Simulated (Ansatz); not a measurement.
**FeSb (P6_3/mmc): band structure**

Does FeSb (P6_3/mmc) have a gap, and where are its band edges? A script is to give a band structure; the system is FeSb (P6_3/mmc).

The COD entry's cell or inner coordinates are ideal or old and differ from later refinements, so a difference from it is no clean test against experiment.

Computed with the Python package of Ansatz 0.2.0. Level of theory: DFT PBEsol, plane waves, PAW.

### 1 The structure

Symmetry: P6_3/mmc, No. 194, hexagonal system. The conventional cell has a = 4.060 Å, b = 4.060 Å, c = 5.130 Å, α = 90.00°, β = 90.00°, γ = 120.00°. Around Fe (site symmetry -3m) lie 2 Fe at 2.56 Å and 6 Sb at 2.67 Å. Sb (site symmetry -6m2) has 6 Fe at 2.67 Å in its first shell of neighbours.

The script holds or builds the structure itself.

### 2 Script

The input, bands.py:

```python
"""Band structure of FeSb."""

import warnings

import ansatz as az
import numpy as np


def main() -> None:
    cell = (
        az.Lattice.of((4.06, 0.0, 0.0), (-2.03, 3.51606314, 0.0), (0.0, 0.0, 5.13))
        .atom("Fe", (0.0, 0.0, 0.0))
        .atom("Fe", (0.0, 0.0, 0.5))
        .atom("Sb", (1 / 3, 2 / 3, 0.25))
        .atom("Sb", (2 / 3, 1 / 3, 0.75))
        .moments(Fe=4.5)
    )

    # vertices of the path, as fractions of the reciprocal vectors
    path = [
        ("G", (0.0, 0.0, 0.0)),
        ("M", (0.5, 0.0, 0.0)),
        ("K", (0.33333, 0.33333, 0.0)),
        ("G", (0.0, 0.0, 0.0)),
        ("A", (0.0, 0.0, 0.5)),
        ("L", (0.5, 0.0, 0.5)),
        ("H", (0.33333, 0.33333, 0.5)),
        ("A", (0.0, 0.0, 0.5)),
    ]
    base = (
        cell.calculation()
        .functional(az.Functional.PBESOL)
        .basis(510)  # cutoff of the orbital basis
        .kpoints(density=3.7)
        .occupations("Fermi-Dirac", width=0.1)
        .spin("collinear")  # two spin channels
        .band_structure([point for _, point in path], intervals=6)  # levels along the path at the converged density
        .scf(extra_bands=6)
    )
    with warnings.catch_warnings(record=True) as caught:
        warnings.simplefilter("always")
        result = base.run()
    print("warnings raised:", sorted(w.category.__name__ for w in caught) or "none")
    summary = result.report

    n_atoms = len(summary["lattice"]["sites"])
    print("F =", round(summary["free_energy_ev"], 4), "eV for", n_atoms, "atoms")
    print("E(sigma -> 0) =", round(summary["energy_sigma0_ev"], 4), "eV, TS =", round(summary["entropy_ts_ev"], 5), "eV")
    print("closed by", summary["closed_by"], "after", summary["n_iterations"], "iterations")

    print(f"net moment {summary['magnetization_mub']:.3f} muB, absolute {summary['absolute_magnetization_mub']:.3f} muB")
    for index, (site, m) in enumerate(zip(result.lattice.sites, summary["site_moments_mub"])):
        print(f"  {index:2d} {site.symbol:2s} {m:7.3f}")

    bands = result.band_structure()
    fermi = bands.fermi_energy_ev
    print(f"zero of the bands: {fermi:.3f} eV, the Fermi level found on the SCF mesh")
    for spin, channel in enumerate(bands.channels):
        print("channel", spin, "- computed levels within 6 eV of the Fermi level")
        for i, (label, _) in enumerate(path):
            levels = channel.eigenvalues_ev[i * 6] - fermi
            print(f"  {label:3s}", " ".join(f"{e:7.3f}" for e in levels if abs(e) < 6))


if __name__ == "__main__":
    main()
```

### 3 The input behind the calls

The engine receives this input:

```yaml
crystal:
  lattice:
    - [4.06, 0.0, 0.0]
    - [-2.03, 3.51606314, 0.0]
    - [0.0, 0.0, 5.13]
  atoms:
    - { symbol: Fe, position: [0.0, 0.0, 0.0] }
    - { symbol: Fe, position: [0.0, 0.0, 0.5] }
    - { symbol: Sb, position: [0.3333333333333333, 0.6666666666666666, 0.25] }
    - { symbol: Sb, position: [0.6666666666666666, 0.3333333333333333, 0.75] }
basis:
  ecutwfc: 510.0
kpoints:
  mp_grid:
    kspacing: 0.27027027027027023
  band_path:
    path:
      - [0.0, 0.0, 0.0]
      - [0.5, 0.0, 0.0]
      - [0.33333, 0.33333, 0.0]
      - [0.0, 0.0, 0.0]
      - [0.0, 0.0, 0.5]
      - [0.5, 0.0, 0.5]
      - [0.33333, 0.33333, 0.5]
      - [0.0, 0.0, 0.5]
    npoints: 6
hamiltonian:
  xc: pbesol
magnetization:
  spin_polarized: true
  per_species:
    Fe: 4.5
scf:
  n_extra_bands: 6
  occupations:
    method: fermi_dirac
    width: 0.1
```

### 4 Launch

Command:

```console
$ python bands.py
```

Q: Predict the main results. Wanted: free energy; moment, net / absolute; bands on the path.

**Answer**, as computed:

```
              quantity                                value
           free energy  -21713.8653 eV (-5428.4663 eV/atom)
moment, net / absolute              3.06 / 3.64 μB per cell
     bands on the path                cross the Fermi level
```

The path shows bands through the Fermi level: a metal at this level of theory. Notes:
- The computed bands are complete only to about 3.5 eV above the Fermi level.
- For a metal this k-point mesh is coarse: on a finer one energies can move by several to tens of meV an atom and pressures by half a GPa or more, differences at one mesh by less.
- Of the deposited cell: the entry's cell lengths or inner coordinates differ somewhat from later room-temperature determinations.
- Gaps and levels are Kohn-Sham values on a finite set of k-points, without spin-orbit coupling.
